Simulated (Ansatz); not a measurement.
# YHg (Pm-3m): comparison of functionals at one structure

How far apart do the functionals lie for YHg (Pm-3m) at one structure? The task is a comparison of functionals at one structure, for YHg (Pm-3m).

Program: the Python package of Ansatz 0.2.0. The levels of theory stand in the script. These are calculated values, not measurements.

### Step 1. The structure

Symmetry: Pm-3m, No. 221, cubic system. Conventional cell: a = 3.680 Å, b = 3.680 Å, c = 3.680 Å, α = 90.00°, β = 90.00°, γ = 90.00°. Y (site symmetry m-3m) has 8 Hg at 3.19 Å as nearest neighbours. Around Hg (site symmetry m-3m) lie 8 Y at 3.19 Å.

No structure file is read: the coordinates are typed or built in the script.

### Step 2. The script

yhg.py reads:

```python
'''Functional comparison for YHg (totals differ with the potentials too).'''

import warnings

import ansatz as az

OCCUPATIONS = 'fermi_dirac'
WIDTH_EV = 0.1
CUTOFF = 420
MESH = (6, 6, 6)

warnings.simplefilter('ignore', az.DeckWarning)

lattice = az.Lattice.of(
    (3.68, 0.0, 0.0),
    (0.0, 3.68, 0.0),
    (0.0, 0.0, 3.68),
)
sites = [
    ('Y', (0.5, 0.5, 0.5)),
    ('Hg', (0.0, 0.0, 0.0)),
]
crystal = az.Crystal(lattice=lattice)
for symbol, position in sites:
    crystal = crystal.atom(symbol, position)

model = (
    crystal.calculation()
    .occupations(OCCUPATIONS, width=WIDTH_EV)
    .basis(CUTOFF)
    .kpoints(*MESH)
    .forces()
    .stress()
)

rows = []
for value in ['pbesol', 'lda', 'blyp']:
    rep = model.functional(value).run().report
    rows.append((value, rep['free_energy_ev'] / len(rep['lattice']['sites']), rep['n_iterations'], sum(rep['stress_gpa'][i][i] for i in range(3)) / 3, max(abs(f) for row in rep['forces_ev_ang'] for f in row), rep['n_kpoints']))

print('  functional   F/atom (eV)    iterations       P (GPa)  max component (eV/A)      k-points')
for row in rows:
    print(f'{str(row[0]):>12s}  {row[1]:12.5f}  {row[2]:12d}  {row[3]:12.3f}  {row[4]:20.4f}  {row[5]:12d}')
```

### Step 3. Running it

Launch:

```console
> python yhg.py
```

Standard output:

```text
  functional   F/atom (eV)    iterations       P (GPa)  max component (eV/A)      k-points
      pbesol   -8732.17595             6        -1.019                0.0000            20
         lda   -8634.65421             6        -3.514                0.0000            20
        blyp   -8851.49804             6         5.917                0.0000            20
```

Run time: 3.7 s. Hardware: 1 thread of Arm Neoverse V2, shared host; peak memory 0.36 GiB.

Lines on the test bed's own set-up are left out of the output.

### Step 4. What each run gave

The 3 runs, in the order started:

```
run  functional  energy (eV/atom)  pressure (GPa)  SCF cycles  CPU time (s)
  1      pbesol        -8732.1760           -1.02           6          0.99
  2         lda        -8634.6542           -3.51           6          0.91
  3        blyp        -8851.4980            5.92           6             1
```

Energies are free energies F = E - TS of the smeared occupations. Totals under unlike functionals or potentials can't be compared directly.

### Step 5. Summary of results

| quantity | value |
| --- | --- |
| runs compared | 3 |
| pressure at this cell | -3.5 (lda) to 5.9 GPa (blyp) |

What this shows: From lowest to highest: LDA (-3.5 GPa), PBEsol (-1.0 GPa) and BLYP (5.9 GPa). At a fixed cell a lower pressure usually means a smaller equilibrium volume, so LDA prefers the smallest cell and BLYP the largest. Caveats:
- The mesh is modest for a metal, so energies can be off by several to tens of meV an atom and pressures by half a GPa or more; differences at equal mesh fare better.
- Forces vanish by symmetry here and test nothing.
- Pressure is positive in compression.
- Spin-orbit coupling, which matters for elements this heavy, is left out.
- Total energies of different functionals can't be compared; pressures, moments and gaps at this one structure can.
